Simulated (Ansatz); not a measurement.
Molecular dynamics of TlCO2

The input (input.yaml):

```yaml
crystal:
  lattice:
    - [6.879884, 0.0, 0.0]
    - [0.0, 6.066275, 0.0]
    - [-1.154235, 0.0, 6.915445]
  atoms:
    - { symbol: Tl, position: [0.804233, 0.446429, 0.184581] }
    - { symbol: Tl, position: [0.804233, 0.053571, 0.684581] }
    - { symbol: Tl, position: [0.195767, 0.946429, 0.315419] }
    - { symbol: Tl, position: [0.195767, 0.553571, 0.815419] }
    - { symbol: C, position: [0.570656, 0.592067, 0.553587] }
    - { symbol: C, position: [0.429344, 0.092067, 0.946413] }
    - { symbol: C, position: [0.429344, 0.407933, 0.446413] }
    - { symbol: C, position: [0.570656, 0.907933, 0.053587] }
    - { symbol: O, position: [0.48885, 0.750948, 0.633039] }
    - { symbol: O, position: [0.755943, 0.927235, 0.053428] }
    - { symbol: O, position: [0.51115, 0.249052, 0.366961] }
    - { symbol: O, position: [0.51115, 0.250948, 0.866961] }
    - { symbol: O, position: [0.244057, 0.427235, 0.446572] }
    - { symbol: O, position: [0.244057, 0.072765, 0.946572] }
    - { symbol: O, position: [0.48885, 0.749052, 0.133039] }
    - { symbol: O, position: [0.755943, 0.572765, 0.553428] }
basis:
  ecutwfc: 420.0
kpoints:
  mp_grid: { grid: [2, 2, 2] }
hamiltonian:
  xc: pbe
  dispersion: d3bj
scf:
  occupations: { method: fermi_dirac, width: 0.05 }
  lower_state_search: "off"
md:
  timestep: 1
  n_steps: 70
  ensemble: nvt_nose_hoover
  temperature: 1500.0
  initial_velocities: maxwell_boltzmann
  seed: 268228
  nose_hoover: { tau: 100.0, chain_length: 5 }
```

Command:

```bash
$ ansatz run input.yaml --threads 1 --pin off --max-ram 3072MiB --backend cpu --events-out ev --progress --plain --runs-dir out
```

It starts from an unrelaxed structure (largest force component 1.21 eV/Å).

Output, in part (warnings, step lines):

```
WARN: dispersion: an atom stands within reach of a switch of its C6 between two reference coordination numbers of its element: through that C6 alone, e_disp changes by 0.025 eV or more while the distances to its neighbours run over a stretch of 0.05 Å that contains this geometry (sites counted from …
md step     0: t =     0.00 fs  T =  1500.0 K  F+E_penalty+E_count = -51319.74970359 eV  E_kin = 2.908350 eV  conserved = -51316.84135361 eV  (9 SCF iters)
md step     1: t =     1.00 fs  T =  1469.2 K  F+E_penalty+E_count = -51319.68916825 eV  E_kin = 2.848643 eV  conserved = -51316.84052671 eV  (10 SCF iters)
md step     2: t =     2.00 fs  T =  1393.8 K  F+E_penalty+E_count = -51319.54123172 eV  E_kin = 2.702493 eV  conserved = -51316.83875529 eV  (10 SCF iters)
md step     3: t =     3.00 fs  T =  1288.1 K  F+E_penalty+E_count = -51319.33369880 eV  E_kin = 2.497467 eV  conserved = -51316.83629908 eV  (10 SCF iters)
md step     4: t =     4.00 fs  T =  1171.8 K  F+E_penalty+E_count = -51319.10536075 eV  E_kin = 2.271938 eV  conserved = -51316.83360492 eV  (9 SCF iters)
md step     5: t =     5.00 fs  T =  1066.4 K  F+E_penalty+E_count = -51318.89857434 eV  E_kin = 2.067637 eV  conserved = -51316.83131836 eV  (6 SCF iters)
md step     6: t =     6.00 fs  T =   990.1 K  F+E_penalty+E_count = -51318.74904823 eV  E_kin = 1.919628 eV  conserved = -51316.83009817 eV  (4 SCF iters)
md step     7: t =     7.00 fs  T =   952.4 K  F+E_penalty+E_count = -51318.67580010 eV  E_kin = 1.846601 eV  conserved = -51316.83028407 eV  (5 SCF iters)
[... lines left out ...]
md step    69: t =    69.00 fs  T =   691.9 K  F+E_penalty+E_count = -51317.89928029 eV  E_kin = 1.341549 eV  conserved = -51316.83212950 eV  (5 SCF iters)
md step    70: t =    70.00 fs  T =   626.1 K  F+E_penalty+E_count = -51317.76228710 eV  E_kin = 1.213903 eV  conserved = -51316.83030689 eV  (9 SCF iters)
```

The steps, from the saved trajectory:

| time (fs) | T (K) | potential energy less start (eV) | conserved less start (meV/atom) |
| --- | --- | --- | --- |
| 0.0 | 1500 | 0.000 | 0.00 |
| 2.0 | 1394 | 0.208 | 0.16 |
| 4.0 | 1172 | 0.644 | 0.48 |
| 6.0 | 990 | 1.001 | 0.70 |
| 8.0 | 952 | 1.074 | 0.60 |
| 10.0 | 1012 | 0.955 | 0.32 |
| 12.0 | 1038 | 0.904 | 0.16 |
| 14.0 | 962 | 1.056 | 0.33 |
| 16.0 | 878 | 1.228 | 0.66 |
| 18.0 | 930 | 1.128 | 0.53 |
| 20.0 | 1065 | 0.865 | 0.17 |
| 22.0 | 1117 | 0.768 | 0.12 |
| 24.0 | 1049 | 0.909 | 0.29 |
| 26.0 | 933 | 1.142 | 0.46 |
| 28.0 | 860 | 1.290 | 0.53 |
| 30.0 | 865 | 1.285 | 0.44 |
| 32.0 | 905 | 1.212 | 0.29 |
| 34.0 | 907 | 1.215 | 0.27 |
| 36.0 | 861 | 1.315 | 0.43 |
| 38.0 | 839 | 1.369 | 0.54 |
| 40.0 | 886 | 1.284 | 0.44 |
| 42.0 | 955 | 1.158 | 0.28 |
| 44.0 | 965 | 1.149 | 0.24 |
| 46.0 | 893 | 1.303 | 0.38 |
| 48.0 | 804 | 1.490 | 0.55 |
| 50.0 | 771 | 1.563 | 0.52 |
| 52.0 | 788 | 1.541 | 0.37 |
| 54.0 | 782 | 1.562 | 0.27 |
| 56.0 | 704 | 1.727 | 0.33 |
| 58.0 | 592 | 1.960 | 0.58 |
| 60.0 | 568 | 2.019 | 0.72 |
| 62.0 | 694 | 1.782 | 0.48 |
| 64.0 | 863 | 1.467 | 0.13 |
| 66.0 | 901 | 1.410 | 0.07 |
| 68.0 | 775 | 1.678 | 0.39 |
| 70.0 | 626 | 1.987 | 0.69 |

All steps were run. The conserved energy stayed within 0.72 meV per atom of its start (net change 0.69 meV per atom), so the integration is sound. The mean temperature of the second half is 47 % below the set value. A run of 0.07 ps of so small a system gives no equilibrium averages.

Mean squared displacements from the first frame to the last, about the centre of mass: Tl 0.03 Å², C 0.22 Å², O 0.30 Å².

Last frame:

```xyz
16
Lattice="6.8799 0.0000 0.0000 0.0000 6.0663 0.0000 -1.1542 0.0000 6.9154" Properties=species:S:1:pos:R:3
Tl 5.234 2.835 1.096
Tl 4.707 0.209 4.517
Tl 1.063 5.689 2.200
Tl 0.345 3.348 5.706
C 3.517 3.567 4.274
C 1.832 0.710 7.013
C 2.792 2.494 3.387
C 3.656 5.548 0.710
O 2.935 4.616 4.479
O 4.952 5.798 0.814
O 3.468 1.498 2.770
O 2.574 1.448 6.292
O 1.634 2.666 3.187
O 0.531 1.066 7.082
O 3.144 4.489 1.209
O 4.704 3.210 4.644
```

Time of the run: 7.3 min on 1 CPU thread of a shared host.
